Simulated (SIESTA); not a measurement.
Mn3NiO4:

```
CELL_PARAMETERS angstrom
3.13037 -4.43493 0.00000
3.13037 4.43493 0.00000
0.00000 0.00000 3.14062
ATOMIC_POSITIONS crystal
Ni 0.00000 0.00000 0.00000
Mn 0.00000 0.50000 0.50000
Mn 0.50000 0.00000 0.50000
Mn 0.50000 0.50000 0.00000
O 0.75312 0.24688 0.00000
O 0.75912 0.75912 0.50000
O 0.24088 0.24088 0.50000
O 0.24688 0.75312 0.00000
```

The cell comes from a database or a generator and needn't be the stable form of this composition.

```yaml
Program: SIESTA 5.4.2
Task: single point
Functional: PBEsol
Potentials_or_basis: PseudoDojo 0.4 standard (PBEsol files)
Basis: DZP (energy shift 0.003 Ry; two zetas on semicore shells)
Grid_cutoff: 800 Ry
Energy_shift: 0.003 Ry
k_mesh: 5 × 5 × 9
Occupations: fermi-dirac, width 0.05 eV
Spin: collinear spin, ferromagnetic start
Starting_moments: "[1.0, 4.0, 4.0, 4.0, 0.0, 0.0, 0.0, 0.0] μB"
```

On this cell: pressure -10.2 GPa; largest force 0.245 eV/Å; net moment 16.31 μB per cell; site moments Ni +1.44; Mn +4.64, +4.74; O +0.20, +0.23 μB; band gap on the k mesh none (metal or under the smearing width).

The same run follows on a disturbed copy (atoms moved at random, drawn with an rms of 0.05 Å):

```
Ni Mn O
1.0
     3.13037   -4.43493    0.00000
     3.13037    4.43493    0.00000
     0.00000    0.00000    3.14062
Ni Mn O
1 3 4
Direct
  0.99735 0.00551 0.99337
  0.01461 0.50471 0.49887
  0.49626 0.99464 0.49582
  0.50947 0.50810 0.99734
  0.75812 0.23920 0.00263
  0.74757 0.76305 0.50215
  0.24413 0.23947 0.49039
  0.24841 0.75584 0.99780
```

What changes?

The energy (extrapolated to zero smearing) moves by +8.7 meV/atom; pressure -9.8 GPa; largest force 0.642 eV/Å; net moment 16.31 μB per cell; site moments Ni +1.44; Mn +4.66, +4.60, +4.74; O +0.20, +0.23, +0.21 μB; band gap on the k mesh none (metal or under the smearing width).

Forces in eV/Å, atoms in the order of the input:
```
Ni   0.052 -0.151  0.044
Mn  -0.627  0.138 -0.008
Mn   0.558  0.287  0.038
Mn  -0.203 -0.349  0.014
O    0.227  0.532 -0.052
O   -0.178 -0.387 -0.012
O    0.354  0.023  0.009
O   -0.183 -0.092 -0.033
```

Stress tensor (GPa, compression positive):
```
-10.21  -0.10  -0.11
 -0.10 -10.44   0.01
 -0.11   0.01  -8.64
```

Caveats: short orbitals over semicore shells can move pressures by several GPa; the basis of atomic orbitals isn't converged, which shifts pressures, moduli and gaps; semilocal functionals often make such compounds metallic where correlation or magnetic order opens a gap, which also shifts bond lengths; only a ferromagnetic start was run, and an antiferromagnetic order may lie lower in energy.
